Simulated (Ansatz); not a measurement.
# BGeH₃ (singlet): wave-function methods side by side at distance B2–H5 = 1.341 Å, cc-pVDZ

How much of the correlation energy of BGeH₃ (singlet) does each wave-function method recover here?

Method: cc-pVDZ, core rule «outside noble gas», up to 15 orbitals frozen; program: Ansatz 0.2.0, Gaussian basis.

Plan: UHF; CCSD(T) on RHF; CCSD(T) on UHF; BCCD(T) on RHF; CISD; CCSDT(Q) on RHF; CCSDT(Q) on UHF; CCSDTQ on RHF; CASSCF and MRCISD+Q, 2 electrons in 2 orbitals; CASSCF and NEVPT2, 2 electrons in 2 orbitals; CASSCF and MRCISD+Q, 10 electrons in 11 orbitals; CASSCF and NEVPT2, 10 electrons in 11 orbitals.

**1. What is computed**

The geometry derives from a PBE0/def2-TZVP stationary point (not a proven minimum). One bond is set to the value named and the two fragments are kept rigid. No spin-orbit coupling is included. The filled d shell of Ge may be among the frozen orbitals whatever the setting's name suggests.

5 atoms, charge 0, spin multiplicity 1.

Atoms are counted from 1 here; the program's logs count them from 0.

Bond lengths: Ge1–B2 1.949 Å, Ge1–H3 1.780 Å, B2–H3 1.366 Å, B2–H4 1.203 Å, B2–H5 1.341 Å. Angles: B2–Ge1–H3 42.7°, Ge1–B2–H3 62.0°, Ge1–B2–H4 120.1°, Ge1–B2–H5 120.1°, H3–B2–H4 106.0°, H3–B2–H5 106.0°, H4–B2–H5 119.4°, Ge1–H3–B2 75.3°.

**2. UHF**

Input file in.yaml:

```yaml
crystal:
  periodic: [false, false, false]
  atoms:
    - {symbol: Ge, position_ang: [-0.002147, -0.001391, 0.319471]}
    - {symbol: B, position_ang: [-0.066516, -0.001392, -1.628413]}
    - {symbol: H, position_ang: [1.160765, -0.001390, -1.028079]}
    - {symbol: H, position_ang: [-0.141970, -1.040105, -2.230111]}
    - {symbol: H, position_ang: [-0.150642, 1.156695, -2.299262]}
basis:
  gaussian: {orbitals: cc-pVDZ}
magnetization: {spin_polarized: true, initial_magnetization: 0}
hamiltonian: {xc: hf}
output: {orbitals: {seedname: orbitals}}
```

Run with:

```sh
ansatz run in.yaml --threads 1 --pin off --events-out ev --progress --plain --max-ram 2816MiB --backend cpu
```

After this run come: CCSD(T) on RHF; CCSD(T) on UHF; BCCD(T) on RHF; CISD; CCSDT(Q) on RHF; CCSDT(Q) on UHF; CCSDTQ on RHF; CASSCF and MRCISD+Q, 2 electrons in 2 orbitals; CASSCF and NEVPT2, 2 electrons in 2 orbitals; CASSCF and MRCISD+Q, 10 electrons in 11 orbitals; CASSCF and NEVPT2, 10 electrons in 11 orbitals.

**Question.** What will the summary of the whole plan be? Wanted: RCCSDTQ from the RHF energy; RMP2 from RCCSDTQ; RCCSD from RCCSDTQ; RCCSD(T) from RCCSDTQ; RCCSDT(Q) from RCCSDTQ; NEVPT2 valence from RCCSDTQ; MRCISD+Q valence from RCCSDTQ; T1 diagnostic; effectively unpaired electrons.

The runs gave:

| quantity | value |
| --- | --- |
| RCCSDTQ from the RHF energy | -6.0472 eV |
| RMP2 from RCCSDTQ | +1221.0 meV |
| RCCSD from RCCSDTQ | +234.8 meV |
| RCCSD(T) from RCCSDTQ | +41.0 meV |
| RCCSDT(Q) from RCCSDTQ | +0.5 meV |
| NEVPT2 valence from RCCSDTQ | +892.4 meV |
| MRCISD+Q valence from RCCSDTQ | +30.6 meV |
| levels within 1 kcal/mol (43 meV) | RCCSD(T), BCCD(T), RCCSDT, RCCSDT(Q), MRCISD+Q valence |
| T1 diagnostic | 0.017 |
| effectively unpaired electrons | 0.06 |

RCCSD(T) misses by +41.0 meV, 0.7 % of the correlation energy. One determinant dominates. Of the multireference levels listed MRCISD+Q valence comes nearest in total energy (+30.6 meV), which doesn't show that its space is the better one. These misses are within one basis, not against nature.
